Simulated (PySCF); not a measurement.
# C3H5BF2S: the cost of one run

The runs use PySCF 2.14.0, with density-fitted response routines of our own; the level of theory stands in each step. All values are computed, except where a source is named. Atoms count from 0, in the outputs and in this text.

### Step 1. Starting geometry

12 atoms, charge 0, multiplicity 1; geometry from: GFN2-xTB. The atoms were then displaced at random by about 0.01 Å, so the start is not that level's minimum.

Bonds of the start (Å): C0–C1 1.37, C1–S2 1.76, S2–C3 1.87, C1–B4 1.56, B4–F5 1.32, B4–F6 1.31, C0–H7 1.05, C0–H8 1.05, C3–H9 1.07, C3–H10 1.06, C3–H11 1.09.

### Step 2. Geometry optimisation at PBE0-D3(BJ)/def2-SVP

The job: settings as JSON, then the geometry in Å.

```
{"job": {"xc": "PBE0", "basis": "def2-SVP", "d3": "d3bj", "grid": 1, "shake": 0.01, "kind": "geom"}, "charge": 0, "multiplicity": 1}
C     -0.118790    -1.314680     0.217300
C     -0.705790    -0.121350    -0.113270
S      0.166210     1.405880    -0.238750
C      1.930440     0.945960     0.172160
B     -2.227460    -0.021000    -0.426220
F     -2.851070     1.103250    -0.739820
F     -2.998870    -1.077490    -0.366470
H     -0.736140    -2.167250     0.261140
H      0.904460    -1.410470     0.449660
H      2.266820     0.227660    -0.542840
H      2.462750     1.859600     0.128670
H      1.947140     0.541630     1.189410
```

The run is started by

```console
$ OMP_NUM_THREADS=1 python probes_run.py task.json out
```

One launch serves the whole session: the jobs run in the order shown.

**Question.** How long does this first job take on 1 thread of Arm Neoverse N1, shared host, and how much memory does it need?

About 84 s, with a peak of 0.53 GiB.
